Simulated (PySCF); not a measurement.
# The bond of GeBr−, level by level

What are the lowest state that PBE0 finds, the bond length, vibrational wavenumber and bond energy of GeBr−, and how much do these hang on the method?

Method: Ge def2-TZVPPD, Br def2-TZVPPD, no relativity; program: PySCF 2.14.0.

### 1 The job

The job is set up so:

```
atoms                         : Ge, Br
charge                        : -1
basis                         : Ge def2-TZVPPD, Br def2-TZVPPD
Hamiltonian                   : no relativity
basis functions               : 111
electrons treated             : 68
masses in u                   : 73.9212, 78.9183
levels                        : PBE0, PBE, r²SCAN, B2PLYP, MN15, PW91, TPSSh, BP86, HSE06, HF, MP2, SCS-MP2
grid                          : 80 radial by 434 angular points
occupations                   : held fixed by the projection of orbital angular momentum
dissociation limit            : Ge + Br−, each in its ground configuration
starting distance in angstrom : 2.375
values of 2S to try           : 0, 2
```

Started as:

```sh
$ OMP_NUM_THREADS=2 python dia.py task.json out
```

After this run come: PBE0 along the bond; Excited determinants; PBE; r²SCAN (meta-GGA); B2PLYP (double hybrid); MN15 (hybrid meta-GGA); PW91; TPSSh; BP86 (GGA); HSE06; UHF (mean field).

What does the calculation give? Wanted: for each run, Re; ωe; De; μ.

As calculated:

Lowest PBE0 solution found, without spin–orbit coupling: ³Σ⁻ (triplet), unpaired electrons π ↑↑. State 2 has its PBE0 minimum 0.25 eV higher, as a spin-mixed determinant (⟨S²⟩ = 1.01), so this is no gap between pure states. State 3 has its PBE0 minimum 1.06 eV higher. The other levels ran on the lowest alone.

```csv
level,Re (Å),ωe (cm⁻¹),De (eV),μ (D)
UHF,2.613,169.4,1.11,0.09
UHF-MP2,2.517,203.8,1.59,n/a
UHF-SCS-MP2,2.541,195.3,1.47,n/a
PBE,2.545,194.5,1.75,0.93
PW91,2.544,194.9,1.76,0.90
BP86,2.552,192.2,1.71,0.92
r²SCAN,2.519,203.1,1.80,1.07
TPSSh,2.538,196.7,1.70,0.88
PBE0,2.525,200.7,1.69,0.88
HSE06,2.530,198.8,1.70,0.87
MN15,2.526,193.2,1.70,0.71
B2PLYP,2.549,192.1,1.52,0.55
```

De is counted to Ge + Br− in their ground configurations. A positive dipole points from Ge to Br; in an ion it is taken about the centre of mass and does not tell which atom is negative.

What this shows: The methods spread over 0.097 Å in bond length, from UHF-MP2 to UHF. Among the levels with a De in the table, it runs from 1.11 eV (UHF) to 1.80 eV (r²SCAN).

Correlated steps freeze 18 core orbitals. B2PLYP dipoles, levels and charges come from its SCF part alone. With some functionals the highest level of the anion is positive, from self-interaction error or because the anion is truly unbound there; the finite basis then holds the extra electron, and no neutral molecule was run to test the binding.
